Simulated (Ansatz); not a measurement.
# AlNH3 (SMILES [NH2][AlH]): UHF/STO-3G

Aim: the electronic atomisation energy of AlNH3 at UHF/STO-3G, from 4 runs. 

Program for the calculation: Ansatz 0.2.0.

41 further runs of the same task are left out: 41 set aside as unsound or not needed.

## Step 1: The structure to begin with

AlNH3 has 5 atoms, charge 0, and is taken as a doublet. SMILES: `[NH2][AlH]`. The shape is that of a PBE0-D4/def2-TZVP optimisation. This is one conformer, not always the lowest.

Bond lengths: N1–Al2 1.774 Å, N1–H3 1.007 Å, N1–H4 1.009 Å, Al2–H5 1.604 Å. Angles: N1–Al2–H5 115.7°, Al2–N1–H3 125.4°, Al2–N1–H4 124.3°, H3–N1–H4 110.2°.

## Step 2: A single-point energy at UHF/STO-3G

molecule.yaml

```yaml
crystal:
  periodic: [false, false, false]
  atoms:
    - {symbol: "N", position_ang: [-0.116600, -0.660800, 0.175100]}
    - {symbol: Al, position_ang: [0.836600, 0.833900, 0.120800]}
    - {symbol: H, position_ang: [0.148500, -1.505300, 0.655500]}
    - {symbol: H, position_ang: [-1.010300, -0.782800, -0.277400]}
    - {symbol: H, position_ang: [0.191800, 2.041400, -0.715400]}
basis:
  gaussian: {orbitals: STO-3G}
magnetization: {spin_polarized: true, initial_magnetization: 1}
hamiltonian: {xc: hf}
accuracy: high
output: {orbitals: {seedname: orbitals}}
```

On the command line:

```console
$ ansatz run molecule.yaml --threads 1 --pin off --max-ram 3480MiB --events-out events.jsonl --progress --plain --runs-dir runs
```

Output:

```text
Warning: RAYON_NUM_THREADS=1 ignored (pool sized by the plan → 1); use --threads N
Functional definition: HF
  name "HF"
  exchange = exact_x
  correlation = 0
288 factors; integrals over basis functions are off by at most 1.1e-8 eV
mean field evaluation 1: about -8010.4117 eV, gradient 1.4e1 eV
mean field evaluation 2: about -8010.4526 eV, gradient 1.4e1 eV
mean field evaluation 4: about -8012.1659 eV, gradient 1.6e0 eV
mean field evaluation 8: about -8012.2237 eV, gradient 2.0e-4 eV
mean field -8012.22239226 eV, -294.4437420362 hartree, gradient 9.0e-8 eV, S^2 0.756016; 0 other end points of the search recorded, 0 dependent functions left out
reference -8012.22239226 eV, -294.4437420362 hartree; 12, 11 occupied and 5, 6 virtual orbitals, 288 factors
Total energy: -8012.22239226 eV, -294.4437420362 hartree
```

It took 0.08 s on 1 thread of Intel Xeon 6975P-C (Granite Rapids), shared host.

## Step 3: The Al atom, same level

job.yaml

```yaml
crystal:
  periodic: [false, false, false]
  atoms:
    - {symbol: Al, position_ang: [0.000000, 0.000000, 0.000000]}
basis:
  gaussian:
    orbitals: STO-3G
magnetization:
  spin_polarized: true
  initial_magnetization: 1
hamiltonian:
  xc: hf
accuracy: high
```

On the command line:

```console
$ ansatz run job.yaml --threads 1 --pin off --max-ram 3480MiB --events-out events.jsonl --progress --plain --runs-dir runs
```

Output:

```text
Warning: RAYON_NUM_THREADS=1 ignored (pool sized by the plan → 1); use --threads N
[... 4 set-up lines as earlier in the session ...]
42 factors; integrals over basis functions are off by at most 1.6e-9 eV
mean field evaluation 1: about -6499.6647 eV, gradient 7.7e-1 eV
mean field evaluation 2: about -6499.6653 eV, gradient 7.7e-1 eV
mean field evaluation 4: about -6499.6671 eV, gradient 3.6e-6 eV
mean field evaluation 8: about -6499.6667 eV, gradient 3.4e-1 eV
mean field -6499.66714747 eV, -238.8583620369 hartree, gradient 5.8e-9 eV, S^2 0.750003; 0 other end points of the search recorded, 0 dependent functions left out
reference -6499.66714747 eV, -238.8583620369 hartree; 7, 6 occupied and 2, 3 virtual orbitals, 42 factors
Total energy: -6499.66714747 eV, -238.8583620369 hartree
```

Run time: 0.04 s. Hardware: 1 thread of Intel Xeon 6975P-C (Granite Rapids), shared host.

## Step 4: The H atom at the same level

molecule.yaml

```yaml
crystal:
  periodic: [false, false, false]
  atoms:
    - symbol: H
      position_ang: [0.000000, 0.000000, 0.000000]
basis:
  gaussian:
    orbitals: STO-3G
total_charge: 0
magnetization:
  spin_polarized: true
  initial_magnetization: 1
accuracy: high
hamiltonian:
  xc: hf
```

Run the same way, it converges to -0.46658 Eh (log not shown).

## Step 5: The N atom, same level

in.yaml

```yaml
crystal:
  periodic: [false, false, false]
  atoms:
    - symbol: "N"
      position_ang: [0.000000, 0.000000, 0.000000]
basis:
  gaussian:
    orbitals: STO-3G
magnetization:
  spin_polarized: true
  initial_magnetization: 3
hamiltonian:
  xc: hf
accuracy: high
```

Run the same way, it converges to -53.71901 Eh (log not shown).

## Step 6: Outcome

At UHF/STO-3G:

| quantity | value |
| --- | --- |
| molecule: total energy | -294.44374 Eh |
| molecule: HOMO energy (highest over α and β) | -4.63 eV |
| molecule: LUMO energy (lowest over α and β) | 7.86 eV |
| molecule: ⟨S²⟩ | 0.756 |
| Al atom: total energy | -238.85836 Eh |
| Al atom: ⟨S²⟩ | 0.750 |
| H atom: total energy | -0.46658 Eh |
| H atom: ⟨S²⟩ | 0.750 |
| N atom: total energy | -53.71901 Eh |
| N atom: ⟨S²⟩ | 3.750 |
| electronic atomisation energy | 12.697 eV |

**Reading.** Taking the molecule apart into free atoms costs 12.70 eV (293 kcal/mol), before zero-point energy and without spin-orbit coupling. Hartree–Fock lacks the correlation of the bonding pairs, which as a rule makes this value much too low; in minimal bases other errors can mask that. In a minimal basis such a difference can be off by several eV, whatever the method.
